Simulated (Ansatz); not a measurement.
# ScB2: the cost of one run

Program: Ansatz 0.2.0. Level of theory: DFT PBEsol, scalar-relativistic. These are calculated values, not measurements.

## 1. The system as given

Symmetry: P6/mmm, No. 191, hexagonal system. The conventional cell has a = 3.150 Å, b = 3.150 Å, c = 3.520 Å, α = 90.00°, β = 90.00°, γ = 120.00°. Sc (site symmetry 6/mmm) is surrounded by 12 B at 2.53 Å. B (site symmetry -6m2) has 3 B at 1.82 Å and 6 Sc at 2.53 Å in its first shell of neighbours.

Coordinates:

```cif
data_structure
_symmetry_space_group_name_H-M 'P 1'
_symmetry_Int_Tables_number 1
_cell_length_a 3.1500
_cell_length_b 3.1500
_cell_length_c 3.5200
_cell_angle_alpha 90.000
_cell_angle_beta 90.000
_cell_angle_gamma 120.000
_cell_volume 30.25
loop_
_atom_site_label
_atom_site_type_symbol
_atom_site_fract_x
_atom_site_fract_y
_atom_site_fract_z
_atom_site_occupancy
Sc1 Sc 0.00000 0.00000 0.00000 1
B1 B 0.33333 0.66667 0.50000 1
B2 B 0.66667 0.33333 0.50000 1
```

Atoms are numbered in the order of the input: Sc1, B2, B3.

## 2. After the deformation

Space group P6/mmm before, P6/mmm after.

## 3. LAPW, all electrons

input.yaml reads:

```yaml
crystal:
  lattice:
    - [3.2129999903, 0.0, 0.0]
    - [-1.6064999952, 2.782539614, 0.0]
    - [0.0, 0.0, 3.52]
  atoms:
    - { symbol: Sc, position: [0.0, 0.0, 0.0] }
    - { symbol: B, position: [0.3333333333, 0.6666666667, 0.5] }
    - { symbol: B, position: [0.6666666667, 0.3333333333, 0.5] }
kpoints:
  mp_grid: { grid: [12, 12, 9] }
  band_path:
    path:
      - [0.0, 0.0, 0.0]
      - [0.5, 0.0, 0.0]
      - [0.3333333333, 0.3333333333, 0.0]
      - [0.0, 0.0, 0.0]
      - [0.0, 0.0, 0.5]
      - [0.5, 0.0, 0.5]
      - [0.3333333333, 0.3333333333, 0.5]
      - [0.0, 0.0, 0.5]
      - [0.5, 0.0, 0.5]
    npoints: 5
scf:
  occupations: { method: fermi_dirac, width: 0.03 }
hamiltonian:
  xc: pbesol
  pseudopotentials: { kind: all_electron, lapw: { basis_error: 0.001 } }
output:
  forces: true
  stress: true
  eigenvalues: true
```

Run with:

```bash
> ansatz run input.yaml --threads 1 --pin off --max-ram 4096MiB --backend cpu --events-out ev --progress --plain --runs-dir out
```

**Question.** How long does this run take on 1 thread of Arm Neoverse V1, shared host, and how much memory does it need?

About 16 s, with a peak of 0.37 GiB.
